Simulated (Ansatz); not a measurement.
**HfHO (quartet): wave-function methods side by side, def2-QZVPP**

The task here is to estimate one member of a computed series from the others.

Method: def2-QZVPP, core rule «outside noble gas», up to 5 orbitals frozen; program: Ansatz 0.2.0, Gaussian basis.

The runs, in order: UHF; ROHF; CCSD(T) on UHF.

2 further runs of the same task are left out: 2 set aside as unsound or not needed.

**What is computed**

The geometry is a PBE0/def2-TZVP stationary point (not a proven minimum) of the parent state, kept for this charge and spin. No spin-orbit coupling is included. Elements past krypton take def2 core potentials.

3 atoms, charge 0, spin multiplicity 4.

Atoms are counted from 1 here; the program's logs count them from 0.

Bond lengths: Hf1–O2 1.870 Å, O2–H3 0.953 Å. Angles: Hf1–O2–H3 180.0°.

Geometry (Å):

```
Hf    0.0000    0.0000    1.5645
O     0.0000    0.0000   -0.3056
H     0.0000    0.0000   -1.2589
```

The first run:

File in.yaml:

```yaml
crystal:
  periodic: [false, false, false]
  atoms:
    - {symbol: Hf, position_ang: [0.000000, 0.000000, 1.564473]}
    - {symbol: O, position_ang: [0.000000, 0.000000, -0.305590]}
    - {symbol: H, position_ang: [0.000000, 0.000000, -1.258884]}
basis:
  gaussian: {orbitals: "def2-QZVPP.json"}
magnetization: {spin_polarized: true, initial_magnetization: 3}
hamiltonian: {xc: hf}
output: {orbitals: {seedname: orbitals}}
```

Launch:

```console
ansatz run in.yaml --threads 1 --pin off --events-out ev --progress --plain --max-ram 4096MiB --backend cpu
```

Among the steps run: UHF; ROHF; CCSD(T) on UHF.

One table of the session follows, with a row left open; its other results are not shown here.

| method | from UCCSD(T) (meV) |
| --- | --- |
| ROHF | +9119.1 |
| UHF | +9023.3 |
| UMP2 | +434.2 |
| UCCSD | ? |
| UCCSD(T) | 0 |

Estimate the missing values for UCCSD.

**Answer.** from UCCSD(T) (meV): +359.3. In the column «from UCCSD(T) (meV)» it lies between UCCSD(T) (0) and UMP2 (+434.2).
